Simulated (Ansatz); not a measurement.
# MgAl2C2: the cost of one run

Program: Ansatz 0.2.0. Level of theory: DFT PBEsol, scalar-relativistic, plane waves, PAW. These are calculated values, not measurements.

1 further run of the same task is left out (set aside as unsound or not needed).

### 1 The system as given

It takes space group P-3m1 (No. 164, trigonal). The conventional cell has a = 3.375 Å, b = 3.375 Å, c = 5.774 Å, α = 90.00°, β = 90.00°, γ = 120.00°. Mg (site symmetry -3m) is surrounded by 6 C at 2.49 Å and 6 Al at 2.81 Å. Al (site symmetry 3m) is surrounded by 4 C at 2.00 to 2.20 Å. C (site symmetry 3m) has 4 Al at 2.00 to 2.20 Å and 3 Mg at 2.49 Å as nearest neighbours.

As a file:

```cif
data_structure
_symmetry_space_group_name_H-M 'P 1'
_symmetry_Int_Tables_number 1
_cell_length_a 3.3754
_cell_length_b 3.3754
_cell_length_c 5.7739
_cell_angle_alpha 90.000
_cell_angle_beta 90.000
_cell_angle_gamma 120.000
_cell_volume 56.97
loop_
_atom_site_label
_atom_site_type_symbol
_atom_site_fract_x
_atom_site_fract_y
_atom_site_fract_z
_atom_site_occupancy
Mg1 Mg 0.00000 0.00000 0.00000 1
Al1 Al 0.33333 0.66667 0.34997 1
Al2 Al 0.66667 0.33333 0.65003 1
C1 C 0.33333 0.66667 0.73069 1
C2 C 0.66667 0.33333 0.26931 1
```

It is the result of an earlier relaxation at this level (volume 11.39 Å³/atom; gap on the mesh: 1.70 eV).

### 2 Phonons at Γ, at rest

The input, input.yaml:

```yaml
crystal:
  lattice:
    - [3.3753792283, 0.0, 0.0]
    - [-1.6876896142, 2.9231641592, 0.0]
    - [0.0, 0.0, 5.7739159098]
  atoms:
    - { symbol: Mg, position: [0.0, 0.0, 0.0] }
    - { symbol: Al, position: [0.3333333333, 0.6666666667, 0.3499728163] }
    - { symbol: Al, position: [0.6666666667, 0.3333333333, 0.6500271837] }
    - { symbol: C, position: [0.3333333333, 0.6666666667, 0.7306921923] }
    - { symbol: C, position: [0.6666666667, 0.3333333333, 0.2693078077] }
basis:
  ecutwfc: 420
kpoints:
  mp_grid: { grid: [12, 12, 6] }
hamiltonian:
  xc: pbesol
scf:
  occupations: { method: fixed }
output:
  eigenvalues: true
phonons:
  method: dfpt
  dielectric: true
  rigid_motions: translations
  eigenvectors: true
```

Started as:

```sh
> ansatz run input.yaml --threads 1 --pin off --max-ram 3072MiB --backend cpu --events-out ev --progress --plain --runs-dir out
```

What time and memory should one allow on 1 thread of Arm Neoverse V1, shared host?

About 5.5 min, with a peak of 1.3 GiB.
